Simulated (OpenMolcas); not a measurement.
**Ru⁴⁺ among point charges: CASSCF and CASPT2 levels and susceptibility**

Aim: the splitting of the states of Ru⁴⁺ in the field of 4 point charges, its lowest levels with spin-orbit coupling and its magnetic susceptibility.

The numbers are computed with OpenMolcas 26.06 (state-averaged CASSCF and CASPT2, spin-orbit coupling by RASSI with atomic mean-field integrals), except any that are marked as measured or tabulated.

## Step 1: The atom as given

```
Species                           : Ru⁴⁺ (ruthenium, Z = 44, 40 electrons)
Basis                             : ANO-RCC-VDZP [6s5p3d1f], 43 functions
Scalar Hamiltonian                : DKH2, point nucleus
Inactive shells                   : 1s 2s 2p 3s 3p 3d 4s 4p
Active space                      : 4 electrons in 5 orbitals (4d)
Some configurations of this space : 4d4
Orbitals                          : optimised for each spin and parity, averaged over all roots
```

The outer shells:

4d4
```
4d [↑ ][↑ ][↑ ][↑ ][  ]
```

The ion sits among 4 point charges of -1.5 e arranged as a tetrahedron (Td), 1.99 Å from the ion.

Each step is its own input file, run in one work folder so that later steps find the files of earlier ones. Labels, J, g values, rates, χT and fits are worked out afterwards by a script from the matrices that RASSI stores.

## Step 2: One- and two-electron integrals

Input file a.inp:

```
&GATEWAY
Coord
1

Ru 0.0 0.0 0.0
Basis=ANO-RCC-VDZP
Group=NoSym
NoMove
AngMom=0.0 0.0 0.0
AMFI
XField
4 Angstrom 0
1.148927 1.148927 1.148927 -1.500000
1.148927 -1.148927 -1.148927 -1.500000
-1.148927 1.148927 -1.148927 -1.500000
-1.148927 -1.148927 1.148927 -1.500000
&SEWARD
```

Command:

```bash
$ OMP_NUM_THREADS=1 MOLCAS_MEM=1689 MOLCAS_PROJECT=a pymolcas a.inp > a.log
```

## Step 3: CASSCF: quintets, 5 roots

Input file a.inp:

```
&RASSCF
FileOrb=start.orb
Symmetry=1
Spin=5
nActEl=4 0 0
Inactive=18
Ras2=5
CIRoot=5 5 1
SDav=5
CIMx=300
Iter=120 100
PrWF=0.3
OrbListing=Nothing
MaxOrb=0
>>> COPY $Project.JobIph JOB001
```

start.orb holds the contracted functions of the basis, ordered by shell, or the orbitals of the step before.

## Step 4: CASSCF: triplets, 45 roots

Input file a.inp:

```
&RASSCF
FileOrb=start.orb
Symmetry=1
Spin=3
nActEl=4 0 0
Inactive=18
Ras2=5
CIRoot=45 45 1
SDav=45
CIMx=300
Iter=120 100
PrWF=0.3
OrbListing=Nothing
MaxOrb=0
>>> COPY $Project.JobIph JOB002
```

## Step 5: CASSCF: singlets, 50 roots

Input file a.inp:

```
&RASSCF
FileOrb=start.orb
Symmetry=1
Spin=1
nActEl=4 0 0
Inactive=18
Ras2=5
CIRoot=50 50 1
SDav=50
CIMx=300
Iter=120 100
PrWF=0.3
OrbListing=Nothing
MaxOrb=0
>>> COPY $Project.JobIph JOB003
```

## Step 6: RASSI: spin-orbit coupling between the states

Input file a.inp:

```
&RASSI
NrOfJobIphs=3 5 45 50
1 2 3 4 5
1 2 3 4 5 6 7 8 9 10 11 12 13 14 15 16 17 18 19 20 21 22 23 24 25 26 27
28 29 30 31 32 33 34 35 36 37 38 39 40 41 42 43 44 45
1 2 3 4 5 6 7 8 9 10 11 12 13 14 15 16 17 18 19 20 21 22 23 24 25 26 27
28 29 30 31 32 33 34 35 36 37 38 39 40 41 42 43 44 45 46 47 48 49 50
IphNames
JOB001
JOB002
JOB003
EJob
SpinOrbit
DIPRint=1.0
SOCoupling=1000.0
Subsets=2
Property=9
'ANGMOM' 1 'ANGMOM' 2 'ANGMOM' 3 'MLTPL  1' 1 'MLTPL  1' 2 'MLTPL  1' 3
'AMFI' 1 'AMFI' 2 'AMFI' 3
SOProperty=3
'ANGMOM' 1 'ANGMOM' 2 'ANGMOM' 3
```

## Step 7: CASPT2: IPEA 0.25, imaginary shift 0.1 (closed shells correlated: 4s 4p)

Input file a.inp:

```
>>> COPY JOB001 $Project.JobIph
&CASPT2
Multistate=5 1 2 3 4 5
NoMult
Frozen=14
IPEA=0.25
Imaginary=0.1
MaxIter=60
WThr=0.0 0.3 0.05
PrWF=0.5
NoMix
>>> COPY JOB002 $Project.JobIph
&CASPT2
Multistate=45 1 2 3 4 5 6 7 8 9 10 11 12 13 14 15 16 17 18 19 20 21 22
23 24 25 26 27 28 29 30 31 32 33 34 35 36 37 38 39 40 41 42 43 44 45
NoMult
Frozen=14
IPEA=0.25
Imaginary=0.1
MaxIter=60
WThr=0.0 0.3 0.05
PrWF=0.5
NoMix
>>> COPY JOB003 $Project.JobIph
&CASPT2
Multistate=50 1 2 3 4 5 6 7 8 9 10 11 12 13 14 15 16 17 18 19 20 21 22
23 24 25 26 27 28 29 30 31 32 33 34 35 36 37 38 39 40 41 42 43 44 45 46
47 48 49 50
NoMult
Frozen=14
IPEA=0.25
Imaginary=0.1
MaxIter=60
WThr=0.0 0.3 0.05
PrWF=0.5
NoMix
```

(Steps that only read results are left out.)

Before running it: what results should come out? Wanted: spin-free ground state; first state of the same spin within the active space; lowest level; next level.

As calculated:

```
                                            quantity                                                                        value
                                              method  SS-CASPT2, IPEA 0.25, imaginary shift 0.1 (closed shells correlated: 4s 4p)
                              spin-free ground state                                              5T2, 3-fold in its orbital part
first state of the same spin within the active space                                                              5E at 2670 cm⁻¹
                                        lowest level                                                                    1-fold A1
                                          next level                                                                   429.8 cm⁻¹
                                         χT at 300 K                                                               0.86 cm³ K/mol
                           effective moment at 300 K                                                                      2.62 μB
```

Cost by method:

```tsv
method	time of its own steps	time with the reference
A. CASSCF	23 s	23 s
B. SS-CASPT2, IPEA 0.25, imaginary shift 0.1, +4s 4p	7.8 s	30 s
```

Times are of one thread on a shared host.

In words: The spin-free ground state (5T2) comes to 100 % from free-ion D terms and keeps the highest spin of the shell. χT at 300 K is 0.86, against 3.01 cm³ K/mol for the spin alone, so spin-orbit coupling lowers it. An active space of the d shell alone favours high spin; real ions in strong fields can be low spin. CASPT2 does not keep the components of a term degenerate, and the means are used. The field of point charges can differ much from that of real complexes. This is an electrostatic model: the charges have no orbitals.
